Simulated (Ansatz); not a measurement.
# CH₅ClSSi: small, medium and large basis sets

One table from this session's results is given with a row withheld; the runs are named, their logs left out.

The runs use Ansatz 0.2.0, Gaussian basis; one geometry, several basis sets.

The runs, in order: PBE0-D4/def2-SVP; ωB97M-V/def2-SVP; PBE0-D4/def2-QZVPP; ωB97M-V/def2-QZVPP; the functionals' def2-TZVPP values are taken from earlier runs.

## Structure used throughout

All runs share one geometry, relaxed beforehand with PBE0-D4 in a triple-zeta def2 set.

SMILES `S[SiH2]CCl`, 9 atoms, charge 0, spin multiplicity 1.

Atoms are counted from 1 here; the program's logs count them from 0.

Bond lengths: S1–Si2 2.139 Å, S1–H5 1.344 Å, Si2–C3 1.880 Å, Si2–H6 1.481 Å, Si2–H7 1.482 Å, C3–Cl4 1.787 Å, C3–H8 1.090 Å, C3–H9 1.090 Å. Angles: Si2–S1–H5 94.6°, S1–Si2–C3 111.2°, S1–Si2–H6 105.3°, S1–Si2–H7 111.1°, C3–Si2–H6 109.3°, C3–Si2–H7 108.6°, H6–Si2–H7 111.2°, Si2–C3–Cl4 108.0°, Si2–C3–H8 112.4°, Si2–C3–H9 111.9°, Cl4–C3–H8 107.8°, Cl4–C3–H9 108.0°, H8–C3–H9 108.6°.

Set-up of the first run:

File in.yaml:

```yaml
crystal:
  periodic: [false, false, false]
  atoms:
    - {symbol: S, position_ang: [-0.949831, 2.082954, -0.367874]}
    - {symbol: Si, position_ang: [0.322389, 0.570304, 0.450396]}
    - {symbol: C, position_ang: [-0.214035, -1.143307, -0.107344]}
    - {symbol: Cl, position_ang: [0.887674, -2.336554, 0.638001]}
    - {symbol: H, position_ang: [-0.472059, 1.961422, -1.617972]}
    - {symbol: H, position_ang: [0.166338, 0.679474, 1.918816]}
    - {symbol: H, position_ang: [1.732410, 0.781053, 0.044494]}
    - {symbol: H, position_ang: [-0.154981, -1.266143, -1.189143]}
    - {symbol: H, position_ang: [-1.229506, -1.375403, 0.213528]}
basis:
  gaussian: {orbitals: def2-SVP}
hamiltonian: {xc: pbe0, dispersion: d4}
output: {orbitals: {seedname: orbitals}}
```

The run is started by

```sh
$ ansatz run in.yaml --threads 2 --pin off --events-out ev --progress --plain --max-ram 4352MiB
```

Steps of the session up to this table: PBE0-D4 in def2-SVP; ωB97M-V in def2-SVP; PBE0-D4 in def2-QZVPP; ωB97M-V in def2-QZVPP.

One table of the session follows, with a row left open; its other results are not shown here.

| functional | basis | HOMO (eV) | LUMO (eV) |
| --- | --- | --- | --- |
| PBE0-D4 | def2-SVP | -7.47 | 0.35 |
| PBE0-D4 | def2-TZVPP | ? | ? |
| PBE0-D4 | def2-QZVPP | -7.64 | -0.32 |
| ωB97M-V | def2-SVP | -9.62 | 2.30 |
| ωB97M-V | def2-TZVPP | -9.79 | 1.67 |
| ωB97M-V | def2-QZVPP | -9.84 | 1.15 |

Q: Estimate the row for PBE0-D4, def2-TZVPP from the others.

The run gave: HOMO (eV): -7.61; LUMO (eV): -0.07. In the column «HOMO (eV)» it lies between PBE0-D4, def2-QZVPP (-7.64) and PBE0-D4, def2-SVP (-7.47).
